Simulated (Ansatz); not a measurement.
**CH6Ge + AsH3: a complex and its separated parts, part 1 of 2**

The complex below is one end of an elementary step. How strongly is it bound against its free parts?

The runs use Ansatz 0.2.0, Gaussian basis; PBE0-D4/def2-TZVP structures, single points in def2-TZVPP, no counterpoise correction.

Levels: SPW92, PBE-D4, BLYP-D4, r2SCAN-D4, B97M-V, PBE0-D4, B3LYP-D4, r2SCAN0-D4, BHLYP-D4, CAM-B3LYP-D4, wB97X-V, wB97M-V, B2PLYP, PBE-QIDH, RPA on PBE, Hartree-Fock, MP2, CCSD, CCSD(T).

Cores are frozen in the correlated methods. Filled d shells of the heavier atoms are correlated. B3LYP uses VWN-RPA correlation. B2PLYP carries no dispersion term here.

94 further runs of the same task are left out: 94 set aside as unsound or not needed. Runs told in other sessions of the task aren't counted.

## (1) Where the work starts

The complex: 12 atoms, charge 0, spin multiplicity 1.

Atoms are counted from 1 here; the program's logs count them from 0.

Bond lengths: Ge1–C2 1.952 Å, Ge1–H3 1.540 Å, Ge1–H4 1.540 Å, Ge1–H5 1.540 Å, C2–H8 1.090 Å, C2–H9 1.091 Å, C2–H10 1.091 Å, H6–As7 1.522 Å, As7–H11 1.522 Å, As7–H12 1.522 Å. Angles: C2–Ge1–H3 110.6°, C2–Ge1–H4 110.5°, C2–Ge1–H5 110.4°, H3–Ge1–H4 108.4°, H3–Ge1–H5 108.4°, H4–Ge1–H5 108.4°, Ge1–C2–H8 110.1°, Ge1–C2–H9 110.2°, Ge1–C2–H10 110.2°, H8–C2–H9 108.8°, H8–C2–H10 108.8°, H9–C2–H10 108.7°, H6–As7–H11 92.1°, H6–As7–H12 92.0°, H11–As7–H12 92.0°.

As a file:

| atom | x (Å) | y (Å) | z (Å) |
| --- | --- | --- | --- |
| Ge1 | -1.55160 | 0.12154 | 0.38130 |
| C2 | -0.06461 | 1.32247 | 0.77704 |
| H3 | -1.66303 | -0.12238 | -1.13467 |
| H4 | -1.34900 | -1.23672 | 1.07775 |
| H5 | -2.87783 | 0.72845 | 0.87547 |
| H6 | 0.97962 | -2.07447 | -0.35189 |
| As7 | 1.94244 | -1.82979 | -1.50450 |
| H8 | 0.87261 | 0.88591 | 0.43060 |
| H9 | 0.00452 | 1.49556 | 1.85167 |
| H10 | -0.21073 | 2.28114 | 0.27787 |
| H11 | 2.80708 | -0.90605 | -0.65818 |
| H12 | 1.11064 | -0.66565 | -2.02238 |

Its parts: CH6Ge holds atoms 1, 2, 3, 4, 5, 8, 9, 10; AsH3 holds atoms 6, 7, 11, 12. Each part counts its atoms afresh in its own runs.

## (2) Relaxing CH6Ge alone

Contents of relax-a/in.yaml:

```yaml
crystal:
  periodic: [false, false, false]
  atoms:
    - {symbol: Ge, position_ang: [-1.551603, 0.121539, 0.381304]}
    - {symbol: C, position_ang: [-0.064610, 1.322470, 0.777038]}
    - {symbol: H, position_ang: [-1.663031, -0.122381, -1.134665]}
    - {symbol: H, position_ang: [-1.349002, -1.236719, 1.077754]}
    - {symbol: H, position_ang: [-2.877828, 0.728445, 0.875468]}
    - {symbol: H, position_ang: [0.872611, 0.885906, 0.430601]}
    - {symbol: H, position_ang: [0.004516, 1.495561, 1.851675]}
    - {symbol: H, position_ang: [-0.210734, 2.281145, 0.277874]}
basis:
  gaussian: {orbitals: def2-TZVP}
hamiltonian: {xc: pbe0, dispersion: d4}
relax: {f_tol: 0.005, max_steps: 200}
```

On the command line:

```sh
$ ansatz run in.yaml --threads 8 --pin off --events-out ev --progress --plain --max-ram 19148MiB
```

What it wrote, shortened:

```text
Functional definition: PBE0
  name "PBE0"
  cite "Adamo & Barone, J. Chem. Phys. 110, 6158 (1999) doi:10.1063/1.478522"
  cite "Perdew, Burke & Ernzerhof, Phys. Rev. Lett. 77, 3865 (1996) doi:10.1103/PhysRevLett.77.3865"
  parent pbe
[...]
845 factors; their error is unknown
[...]
mean field -57644.80033513 eV, -2118.4073392670 hartree, gradient 4.0e-5 eV, S^2 0.000000; 0 other end points of the search recorded, 0 dependent functions left out
[...]
reference -57644.80036334 eV, -2118.4073403036 hartree; 22, 22 occupied and 93, 93 virtual orbitals, 845 factors
[...]
Atom 0 at    -1.553670     0.120699     0.381687 Å, force     0.000608     0.000112    -0.000029 eV/Å
Atom 1 at    -0.065264     1.321571     0.776578 Å, force    -0.002560     0.001068     0.000854 eV/Å
Atom 2 at    -1.661239    -0.120950    -1.134733 Å, force     0.000136    -0.000212     0.000283 eV/Å
Atom 3 at    -1.348667    -1.236032     1.079355 Å, force    -0.000292     0.000038    -0.000075 eV/Å
Atom 4 at    -2.879203     0.728316     0.874825 Å, force    -0.000353     0.000012    -0.000184 eV/Å
Atom 5 at     0.873158     0.887337     0.430128 Å, force     0.001585    -0.000500    -0.000713 eV/Å
Atom 6 at     0.006016     1.494400     1.851008 Å, force     0.000784    -0.000598     0.000308 eV/Å
Atom 7 at    -0.210813     2.280625     0.278202 Å, force     0.000092     0.000080    -0.000443 eV/Å
Dipole moment:     0.115028     0.092822     0.030508 e Å
```

Run time: 2.1 s. Hardware: 8 threads of Intel Xeon Platinum 8259CL at 2.50GHz, shared host.

Along the way:

```
step  energy from step 1 (eV)  largest force component (eV/Å)
   1                   0.0000                          0.0377
   2                  -0.0001                          0.0065
   3                  -0.0001                          0.0026
```

Close pairs (by a distance rule), those that changed most:

| bond | before (Å) | after (Å) | change (Å) |
| --- | --- | --- | --- |
| Ge1–C2 | 1.952 | 1.953 | +0.001 |
| Ge1–H5 | 1.540 | 1.539 | -0.001 |
| Ge1–H4 | 1.540 | 1.539 | -0.000 |
| Ge1–H3 | 1.540 | 1.539 | -0.000 |
| C2–H6 | 1.090 | 1.091 | +0.000 |
| C2–H7 | 1.091 | 1.091 | -0.000 |
| C2–H8 | 1.091 | 1.091 | -0.000 |

## (3) Relaxing AsH3 alone

Contents of relax-b/in.yaml:

```yaml
crystal:
  periodic: [false, false, false]
  atoms:
    - {symbol: H, position_ang: [0.979622, -2.074472, -0.351893]}
    - {symbol: As, position_ang: [1.942440, -1.829793, -1.504497]}
    - {symbol: H, position_ang: [2.807080, -0.906048, -0.658177]}
    - {symbol: H, position_ang: [1.110638, -0.665652, -2.022381]}
basis:
  gaussian: {orbitals: def2-TZVP}
hamiltonian: {xc: pbe0, dispersion: d4}
relax: {f_tol: 0.005, max_steps: 200}
```

On the command line:

```sh
$ ansatz run in.yaml --threads 8 --pin off --events-out ev --progress --plain --max-ram 19148MiB
```

What it wrote, shortened:

```text
[... 5 set-up lines as earlier in the session ...]
[...]
555 factors; their error is unknown
[...]
mean field -60882.34396532 eV, -2237.3848731907 hartree, gradient 5.7e-6 eV, S^2 0.000000; 0 other end points of the search recorded, 0 dependent functions left out
[...]
Total energy: -60882.37107211 eV, -2237.3858693466 hartree
Atom 0 at     0.980550    -2.073841    -0.351608 Å, force    -0.001937    -0.001576    -0.000636 eV/Å
Atom 1 at     1.942577    -1.830320    -1.505124 Å, force     0.001020     0.002778     0.003128 eV/Å
Atom 2 at     2.805484    -0.906376    -0.658172 Å, force     0.002152    -0.000881    -0.001451 eV/Å
Atom 3 at     1.111170    -0.665427    -2.022044 Å, force    -0.001234    -0.000321    -0.001041 eV/Å
Dipole moment:    -0.026047     0.051487     0.041350 e Å
```

Wall time 0.75 s (8 threads of Intel Xeon Platinum 8259CL at 2.50GHz, shared host).

The steps of the relaxation:

| step | energy from step 1 (eV) | largest force component (eV/Å) |
| --- | --- | --- |
| 1 | 0.0000 | 0.0091 |
| 2 | 0.0000 | 0.0031 |

Distances of close pairs at the start and the end, largest changes first:

| bond | before (Å) | after (Å) | change (Å) |
| --- | --- | --- | --- |
| As2–H3 | 1.522 | 1.522 | -0.001 |
| As2–H4 | 1.522 | 1.522 | +0.000 |
| H1–As2 | 1.522 | 1.522 | +0.000 |

## (4) SPW92/def2-TZVPP

Contents of parta/in.yaml:

```yaml
crystal:
  periodic: [false, false, false]
  atoms:
    - {symbol: Ge, position_ang: [-1.553670, 0.120699, 0.381687]}
    - {symbol: C, position_ang: [-0.065264, 1.321571, 0.776578]}
    - {symbol: H, position_ang: [-1.661239, -0.120950, -1.134733]}
    - {symbol: H, position_ang: [-1.348667, -1.236032, 1.079355]}
    - {symbol: H, position_ang: [-2.879203, 0.728316, 0.874825]}
    - {symbol: H, position_ang: [0.873158, 0.887337, 0.430128]}
    - {symbol: H, position_ang: [0.006016, 1.494400, 1.851008]}
    - {symbol: H, position_ang: [-0.210813, 2.280625, 0.278202]}
basis:
  gaussian: {orbitals: def2-TZVPP}
hamiltonian: {xc: lda}
```

Contents of partb/in.yaml:

```yaml
crystal:
  periodic: [false, false, false]
  atoms:
    - {symbol: H, position_ang: [0.980550, -2.073841, -0.351608]}
    - {symbol: As, position_ang: [1.942577, -1.830320, -1.505124]}
    - {symbol: H, position_ang: [2.805484, -0.906376, -0.658172]}
    - {symbol: H, position_ang: [1.111170, -0.665427, -2.022044]}
basis:
  gaussian: {orbitals: def2-TZVPP}
hamiltonian: {xc: lda}
```

The same command starts each run, in its folder.

On the command line:

```sh
$ ansatz run in.yaml --threads 8 --pin off --events-out ev --progress --plain --max-ram 19148MiB
```

Output in parta, shortened:

```text
Functional definition: SPW92
  name "SPW92"
  cite "Dirac, Proc. Camb. Phil. Soc. 26, 376 (1930) doi:10.1017/S0305004100016108"
  cite "Slater, Phys. Rev. 81, 385 (1951) doi:10.1103/PhysRev.81.385"
  cite "Perdew & Wang, Phys. Rev. B 45, 13244 (1992) doi:10.1103/PhysRevB.45.13244"
[...]
892 factors; their error is unknown
[...]
mean field -57555.87496239 eV, -2115.1393920945 hartree, gradient 2.4e-5 eV, S^2 0.000000; 0 other end points of the search recorded, 0 dependent functions left out
reference -57555.87499771 eV, -2115.1393933925 hartree; 22, 22 occupied and 141, 141 virtual orbitals, 892 factors
Total energy: -57555.87499771 eV, -2115.1393933925 hartree
```

partb printed, shortened:

```text
[... 5 set-up lines as earlier in the session ...]
[...]
550 factors; their error is unknown
[...]
mean field -60799.40264145 eV, -2234.3368357578 hartree, gradient 2.8e-5 eV, S^2 0.000000; 0 other end points of the search recorded, 0 dependent functions left out
reference -60799.40266902 eV, -2234.3368367711 hartree; 18, 18 occupied and 72, 72 virtual orbitals, 550 factors
Total energy: -60799.40266902 eV, -2234.3368367711 hartree
```

Times: 0.4 s (parta), 0.2 s (partb) on 8 threads of Intel Xeon Platinum 8259CL at 2.50GHz, shared host.

## (5) PBE-D4/def2-TZVPP

The same edit goes into each in.yaml of step 4 (parta, partb):

```diff
-hamiltonian: {xc: lda}
+hamiltonian: {xc: pbe, dispersion: d4}
```

Each run has its own folder and the same command.

On the command line:

```sh
$ ansatz run in.yaml --threads 8 --pin off --events-out ev --progress --plain --max-ram 19148MiB
```

Log of parta, shortened:

```text
Functional definition: PBE
  name "PBE"
[... 2 set-up lines as earlier in the session ...]
[...]
892 factors; their error is unknown
[...]
mean field -57642.97367258 eV, -2118.3402106565 hartree, gradient 2.7e-5 eV, S^2 0.000000; 0 other end points of the search recorded, 0 dependent functions left out
reference -57642.97371065 eV, -2118.3402120556 hartree; 22, 22 occupied and 141, 141 virtual orbitals, 892 factors
Total energy: -57643.07595483 eV, -2118.3439694599 hartree
```

partb printed, shortened:

```text
[... 4 set-up lines as earlier in the session ...]
[...]
550 factors; their error is unknown
[...]
mean field -60880.50695639 eV, -2237.3173643576 hartree, gradient 2.8e-5 eV, S^2 0.000000; 0 other end points of the search recorded, 0 dependent functions left out
reference -60880.50698574 eV, -2237.3173654360 hartree; 18, 18 occupied and 72, 72 virtual orbitals, 550 factors
Total energy: -60880.54020794 eV, -2237.3185863296 hartree
```

They took 0.55 s (parta), 0.25 s (partb) on 8 threads of Intel Xeon Platinum 8259CL at 2.50GHz, shared host.

## (6) BLYP-D4/def2-TZVPP

The same edit goes into each in.yaml of step 5 (parta, partb):

```diff
-hamiltonian: {xc: pbe, dispersion: d4}
+hamiltonian: {xc: {name: BLYP}, dispersion: d4}
```

The same command starts each run, in its folder.

On the command line:

```sh
$ ansatz run in.yaml --threads 8 --pin off --events-out ev --progress --plain --max-ram 19148MiB
```

parta printed, shortened:

```text
Functional definition: BLYP
  name "BLYP"
  cite "Becke, Phys. Rev. A 38, 3098 (1988) doi:10.1103/PhysRevA.38.3098"
  cite "Lee, Yang & Parr, Phys. Rev. B 37, 785 (1988) doi:10.1103/PhysRevB.37.785"
[...]
892 factors; their error is unknown
[...]
mean field -57654.00717205 eV, -2118.7456842832 hartree, gradient 2.4e-5 eV, S^2 0.000000; 0 other end points of the search recorded, 0 dependent functions left out
reference -57654.00750329 eV, -2118.7456964559 hartree; 22, 22 occupied and 141, 141 virtual orbitals, 892 factors
Total energy: -57654.23703755 eV, -2118.7541316843 hartree
```

partb printed, shortened:

```text
[... 4 set-up lines as earlier in the session ...]
[...]
550 factors; their error is unknown
[...]
mean field -60891.01602220 eV, -2237.7035654027 hartree, gradient 1.7e-5 eV, S^2 0.000000; 0 other end points of the search recorded, 0 dependent functions left out
reference -60891.01628819 eV, -2237.7035751776 hartree; 18, 18 occupied and 72, 72 virtual orbitals, 550 factors
Total energy: -60891.09394969 eV, -2237.7064291853 hartree
```

They took 0.55 s (parta), 0.25 s (partb) on 8 threads of Intel Xeon Platinum 8259CL at 2.50GHz, shared host.

## (7) r2SCAN-D4/def2-TZVPP

Each input of step 6 (parta, partb) changes in the same lines:

```diff
-hamiltonian: {xc: {name: BLYP}, dispersion: d4}
+hamiltonian: {xc: r2scan, dispersion: d4}
```

Each run has its own folder and the same command.

On the command line:

```sh
$ ansatz run in.yaml --threads 8 --pin off --events-out ev --progress --plain --max-ram 19148MiB
```

Log of parta, shortened:

```text
Functional definition: r2SCAN
  name "r2SCAN"
  cite "Furness, Kaplan, Ning, Perdew & Sun, J. Phys. Chem. Lett. 11, 8208 (2020) doi:10.1021/acs.jpclett.0c02405"
  cite "Furness, Kaplan, Ning, Perdew & Sun, J. Phys. Chem. Lett. 11, 9248 (2020) doi:10.1021/acs.jpclett.0c03077"
  parent r2scan
[...]
892 factors; their error is unknown
[...]
mean field -57652.44510568 eV, -2118.6882794029 hartree, gradient 5.3e-5 eV, S^2 0.000000; 0 other end points of the search recorded, 0 dependent functions left out
reference -57652.44511658 eV, -2118.6882798035 hartree; 22, 22 occupied and 141, 141 virtual orbitals, 892 factors
Total energy: -57652.46898845 eV, -2118.6891570786 hartree
```

partb printed, shortened:

```text
[... 5 set-up lines as earlier in the session ...]
[...]
550 factors; their error is unknown
[...]
mean field -60889.55773460 eV, -2237.6499743219 hartree, gradient 2.0e-5 eV, S^2 0.000000; 0 other end points of the search recorded, 0 dependent functions left out
reference -60889.55774241 eV, -2237.6499746090 hartree; 18, 18 occupied and 72, 72 virtual orbitals, 550 factors
Total energy: -60889.56498761 eV, -2237.6502408650 hartree
```

Times: 0.95 s (parta), 0.5 s (partb) on 8 threads of Intel Xeon Platinum 8259CL at 2.50GHz, shared host.

## (8) B97M-V/def2-TZVPP

The same edit goes into each in.yaml of step 7 (parta, partb):

```diff
-hamiltonian: {xc: r2scan, dispersion: d4}
+hamiltonian: {xc: {name: B97M-V}}
```

One command serves all of them, each in its own folder.

On the command line:

```sh
$ ansatz run in.yaml --threads 8 --pin off --events-out ev --progress --plain --max-ram 19148MiB
```

Log of parta, shortened:

```text
Functional definition: B97M-V
  name "B97M-V"
  cite "Mardirossian & Head-Gordon, J. Chem. Phys. 142, 074111 (2015) doi:10.1063/1.4907719"
  cite "Becke, J. Chem. Phys. 107, 8554 (1997) doi:10.1063/1.475007"
  cite "Vydrov & Van Voorhis, J. Chem. Phys. 133, 244103 (2010) doi:10.1063/1.3521275"
  # Of w^i u^j: cxij and so on, Table III.
[...]
  gx(w, u) = cx00 + cx01*u + cx02*u^2 + (cx10 + cx11*u)*w
[...]
  gos(w, u) = cos00 + cos01*u + cos03*u^3 + cos10*w + cos32*w^3*u^2
[...]
      + integral(e_c_pw_mod_opposite_spin*gos(b97_w_opposite, b97_u_opposite)) + vv10(b, c)
892 factors; their error is unknown
[...]
mean field -57643.03263978 eV, -2118.3423776609 hartree, gradient 6.7e-5 eV, S^2 0.000000; 0 other end points of the search recorded, 0 dependent functions left out
reference -57643.03269376 eV, -2118.3423796447 hartree; 22, 22 occupied and 141, 141 virtual orbitals, 892 factors
Total energy: -57643.03269376 eV, -2118.3423796447 hartree
```

Output in partb, shortened:

```text
[... 5 set-up lines as earlier in the session ...]
  # Of w^i u^j: cxij and so on, Table III.
[...]
  gx(w, u) = cx00 + cx01*u + cx02*u^2 + (cx10 + cx11*u)*w
[...]
  gos(w, u) = cos00 + cos01*u + cos03*u^3 + cos10*w + cos32*w^3*u^2
[...]
      + integral(e_c_pw_mod_opposite_spin*gos(b97_w_opposite, b97_u_opposite)) + vv10(b, c)
550 factors; their error is unknown
[...]
mean field -60878.67489652 eV, -2237.2500373991 hartree, gradient 3.0e-5 eV, S^2 0.000000; 0 other end points of the search recorded, 0 dependent functions left out
reference -60878.67493588 eV, -2237.2500388458 hartree; 18, 18 occupied and 72, 72 virtual orbitals, 550 factors
Total energy: -60878.67493588 eV, -2237.2500388458 hartree
```

Times: 1.5 s (parta), 0.65 s (partb) on 8 threads of Intel Xeon Platinum 8259CL at 2.50GHz, shared host.

## (9) PBE0-D4/def2-TZVPP

The same edit goes into each in.yaml of step 8 (parta, partb):

```diff
-hamiltonian: {xc: {name: B97M-V}}
+hamiltonian: {xc: pbe0, dispersion: d4}
+output: {orbitals: {seedname: orbitals}}
```

Each run has its own folder and the same command.

On the command line:

```sh
$ ansatz run in.yaml --threads 8 --pin off --events-out ev --progress --plain --max-ram 19148MiB
```

parta printed, shortened:

```text
[... 5 set-up lines as earlier in the session ...]
[...]
935 factors; their error is unknown
[...]
mean field -57644.84775913 eV, -2118.4090820670 hartree, gradient 2.8e-5 eV, S^2 0.000000; 0 other end points of the search recorded, 0 dependent functions left out
reference -57644.84778767 eV, -2118.4090831158 hartree; 22, 22 occupied and 141, 141 virtual orbitals, 935 factors
Total energy: -57644.93275977 eV, -2118.4122057828 hartree
```

Output in partb, shortened:

```text
[... 5 set-up lines as earlier in the session ...]
[...]
600 factors; their error is unknown
[...]
mean field -60882.36468823 eV, -2237.3856347435 hartree, gradient 3.0e-5 eV, S^2 0.000000; 0 other end points of the search recorded, 0 dependent functions left out
reference -60882.36471017 eV, -2237.3856355499 hartree; 18, 18 occupied and 72, 72 virtual orbitals, 600 factors
Total energy: -60882.39179207 eV, -2237.3866307911 hartree
```

Wall times: 0.7 s (parta), 0.3 s (partb) on 8 threads of Intel Xeon Platinum 8259CL at 2.50GHz, shared host.

## (10) B3LYP-D4/def2-TZVPP

The same edit goes into each in.yaml of step 9 (parta, partb):

```diff
-hamiltonian: {xc: pbe0, dispersion: d4}
-output: {orbitals: {seedname: orbitals}}
+hamiltonian: {xc: {name: B3LYP}, dispersion: d4}
```

The same command starts each run, in its folder.

On the command line:

```sh
$ ansatz run in.yaml --threads 8 --pin off --events-out ev --progress --plain --max-ram 19148MiB
```

Log of parta, shortened:

```text
Functional definition: B3LYP
  name "B3LYP"
  cite "Stephens, Devlin, Chabalowski & Frisch, J. Phys. Chem. 98, 11623 (1994) doi:10.1021/j100096a001"
[... 2 set-up lines as earlier in the session ...]
  cite "Vosko, Wilk & Nusair, Can. J. Phys. 58, 1200 (1980) doi:10.1139/p80-159"
[...]
923 factors; their error is unknown
[...]
mean field -57655.02070861 eV, -2118.7829310647 hartree, gradient 2.2e-5 eV, S^2 0.000000; 0 other end points of the search recorded, 0 dependent functions left out
reference -57655.02095564 eV, -2118.7829401430 hartree; 22, 22 occupied and 141, 141 virtual orbitals, 923 factors
Total energy: -57655.18637763 eV, -2118.7890192889 hartree
```

Output in partb, shortened:

```text
[... 6 set-up lines as earlier in the session ...]
[...]
593 factors; their error is unknown
[...]
mean field -60891.22394875 eV, -2237.7112065625 hartree, gradient 3.1e-5 eV, S^2 0.000000; 0 other end points of the search recorded, 0 dependent functions left out
reference -60891.22414755 eV, -2237.7112138683 hartree; 18, 18 occupied and 72, 72 virtual orbitals, 593 factors
Total energy: -60891.27846926 eV, -2237.7132101545 hartree
```

Times: 0.7 s (parta), 0.3 s (partb) on 8 threads of Intel Xeon Platinum 8259CL at 2.50GHz, shared host.

## (11) r2SCAN0-D4/def2-TZVPP

Each input of step 10 (parta, partb) changes in the same lines:

```diff
-hamiltonian: {xc: {name: B3LYP}, dispersion: d4}
+hamiltonian: {xc: {name: r2SCAN0}, dispersion: d4}
```

One command serves all of them, each in its own folder.

On the command line:

```sh
$ ansatz run in.yaml --threads 8 --pin off --events-out ev --progress --plain --max-ram 19148MiB
```

parta printed, shortened:

```text
Functional definition: r2SCAN0
  name "r2SCAN0"
  cite "Bursch, Neugebauer, Ehlert & Grimme, J. Chem. Phys. 156, 134105 (2022) doi:10.1063/5.0086040"
[... 3 set-up lines as earlier in the session ...]
[...]
935 factors; their error is unknown
[...]
mean field -57651.88174876 eV, -2118.6675764180 hartree, gradient 3.3e-5 eV, S^2 0.000000; 0 other end points of the search recorded, 0 dependent functions left out
reference -57651.88175743 eV, -2118.6675767365 hartree; 22, 22 occupied and 141, 141 virtual orbitals, 935 factors
Total energy: -57651.90965691 eV, -2118.6686020235 hartree
```

partb printed, shortened:

```text
[... 6 set-up lines as earlier in the session ...]
[...]
600 factors; their error is unknown
[...]
mean field -60889.18229832 eV, -2237.6361772930 hartree, gradient 2.5e-5 eV, S^2 0.000000; 0 other end points of the search recorded, 0 dependent functions left out
reference -60889.18230452 eV, -2237.6361775210 hartree; 18, 18 occupied and 72, 72 virtual orbitals, 600 factors
Total energy: -60889.19078709 eV, -2237.6364892497 hartree
```

Times: 1.1 s (parta), 0.55 s (partb) on 8 threads of Intel Xeon Platinum 8259CL at 2.50GHz, shared host.

## (12) BHLYP-D4/def2-TZVPP

The same edit goes into each in.yaml of step 11 (parta, partb):

```diff
-hamiltonian: {xc: {name: r2SCAN0}, dispersion: d4}
+hamiltonian: {xc: {name: BHLYP}, dispersion: d4}
```

One command serves all of them, each in its own folder.

On the command line:

```sh
$ ansatz run in.yaml --threads 8 --pin off --events-out ev --progress --plain --max-ram 19148MiB
```

parta printed, shortened:

```text
Functional definition: BHLYP
  name "BHLYP"
  cite "Becke, J. Chem. Phys. 98, 1372 (1993) doi:10.1063/1.464304"
[... 2 set-up lines as earlier in the session ...]
[...]
1035 factors; their error is unknown
[...]
mean field -57652.16286710 eV, -2118.6779073264 hartree, gradient 7.3e-5 eV, S^2 0.000000; 0 other end points of the search recorded, 0 dependent functions left out
reference -57652.16303459 eV, -2118.6779134817 hartree; 22, 22 occupied and 141, 141 virtual orbitals, 1035 factors
Total energy: -57652.28638652 eV, -2118.6824465815 hartree
```

Output in partb, shortened:

```text
[... 5 set-up lines as earlier in the session ...]
[...]
635 factors; their error is unknown
[...]
mean field -60889.36585596 eV, -2237.6429229121 hartree, gradient 1.2e-5 eV, S^2 0.000000; 0 other end points of the search recorded, 0 dependent functions left out
reference -60889.36599110 eV, -2237.6429278783 hartree; 18, 18 occupied and 72, 72 virtual orbitals, 635 factors
Total energy: -60889.40456419 eV, -2237.6443454131 hartree
```

They took 0.65 s (parta), 0.3 s (partb) on 8 threads of Intel Xeon Platinum 8259CL at 2.50GHz, shared host.

(Continued in part 2 of 2.)
